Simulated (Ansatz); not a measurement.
**SiHF3: one structure at several levels**

The atoms stand at a displaced guess of a reacting structure. How far do the functionals agree with CCSD(T) there?

Computed with Ansatz 0.2.0, Gaussian basis. Level: single points in def2-TZVPP.

Cores are frozen in the correlated methods.

### 1 The system as given

5 atoms, charge 0, spin multiplicity 1.

Atoms are counted from 1 here; the program's logs count them from 0.

Bond lengths: Si1–F4 1.593 Å, F2–H3 1.145 Å, H3–F5 1.121 Å. Angles: F2–H3–F5 156.7°.

As a file:

```csv
atom,x (Å),y (Å),z (Å)
Si1,-0.9612,-0.0047,0.5268
F2,0.2800,-1.1913,-0.4537
H3,0.3719,-0.0833,-0.7275
F4,0.2439,0.3178,1.5171
F5,0.0508,0.9880,-0.8067
```

### 2 CCSD(T)/def2-TZVPP

Contents of run/in.yaml:

```yaml
crystal:
  periodic: [false, false, false]
  atoms:
    - {symbol: Si, position_ang: [-0.961200, -0.004700, 0.526800]}
    - {symbol: F, position_ang: [0.280000, -1.191300, -0.453700]}
    - {symbol: H, position_ang: [0.371900, -0.083300, -0.727500]}
    - {symbol: F, position_ang: [0.243900, 0.317800, 1.517100]}
    - {symbol: F, position_ang: [0.050800, 0.988000, -0.806700]}
basis:
  gaussian: {orbitals: def2-TZVPP}
correlation: {method: ccsd_t}
output: {forces: true}
```

The command line of these runs was not kept.

### 3 PBE0-D4/def2-TZVPP

Edit run/in.yaml of step 2 so:

```diff
@@ -10,3 +10,3 @@
   gaussian: {orbitals: def2-TZVPP}
-correlation: {method: ccsd_t}
-output: {forces: true}
+hamiltonian: {xc: pbe0, dispersion: d4}
+output: {forces: true, orbitals: {seedname: orbitals}}
```

### 4 wB97M-V/def2-TZVPP

Edit run/in.yaml of step 3 so:

```diff
@@ -10,3 +10,3 @@
   gaussian: {orbitals: def2-TZVPP}
-hamiltonian: {xc: pbe0, dispersion: d4}
-output: {forces: true, orbitals: {seedname: orbitals}}
+hamiltonian: {xc: {name: wB97M-V}}
+output: {forces: true}
```

### 5 r2SCAN-D4/def2-TZVPP

Edit run/in.yaml of step 4 so:

```diff
@@ -10,3 +10,3 @@
   gaussian: {orbitals: def2-TZVPP}
-hamiltonian: {xc: {name: wB97M-V}}
+hamiltonian: {xc: r2scan, dispersion: d4}
 output: {forces: true}
```

### 6 PBE-D4/def2-TZVPP

Edit run/in.yaml of step 5 so:

```diff
@@ -10,3 +10,3 @@
   gaussian: {orbitals: def2-TZVPP}
-hamiltonian: {xc: r2scan, dispersion: d4}
+hamiltonian: {xc: pbe, dispersion: d4}
 output: {forces: true}
```

### 7 BLYP-D4/def2-TZVPP

Edit run/in.yaml of step 6 so:

```diff
@@ -10,3 +10,3 @@
   gaussian: {orbitals: def2-TZVPP}
-hamiltonian: {xc: pbe, dispersion: d4}
+hamiltonian: {xc: {name: BLYP}, dispersion: d4}
 output: {forces: true}
```

### 8 HSE06-D4/def2-TZVPP

Edit run/in.yaml of step 7 so:

```diff
@@ -10,3 +10,3 @@
   gaussian: {orbitals: def2-TZVPP}
-hamiltonian: {xc: {name: BLYP}, dispersion: d4}
+hamiltonian: {xc: hse06, dispersion: d4}
 output: {forces: true}
```

(Steps that only read results are left out.)

Before running it: what results should come out? Wanted: energy less free atoms, CCSD(T)/def2-TZVPP; RMS force component; RMS force error; HOMO and LUMO, PBE0-D4; T1 diagnostic.

**Answer**, as computed:

| quantity | value |
| --- | --- |
| energy less free atoms, CCSD(T)/def2-TZVPP | -1698.9 kJ/mol |
| RMS force component | 0.666 to 0.738 eV/Å over the methods |
| RMS force error | PBE0-D4 0.071, wB97M-V 0.156, r2SCAN-D4 0.143, PBE-D4 0.452, BLYP-D4 0.564, HSE06-D4 0.070 eV/Å |
| HOMO and LUMO, PBE0-D4 | -8.78 and -1.56 eV |
| T1 diagnostic | 0.014 |

Against CCSD(T) the functionals' energies less atoms differ by -109.0 to -17.9 kJ/mol, PBE-D4 by -109.0 kJ/mol. CCSD(T) in triple zeta still lacks some correlation energy of the bonds, so part of these gaps is its own basis error and they don't rank the functionals. The forces of HSE06-D4 come nearest to CCSD(T), those of BLYP-D4 are farthest. Frozen-core CCSD(T) forces in triple zeta carry basis errors of their own, and this is one geometry, so small gaps rank nothing.
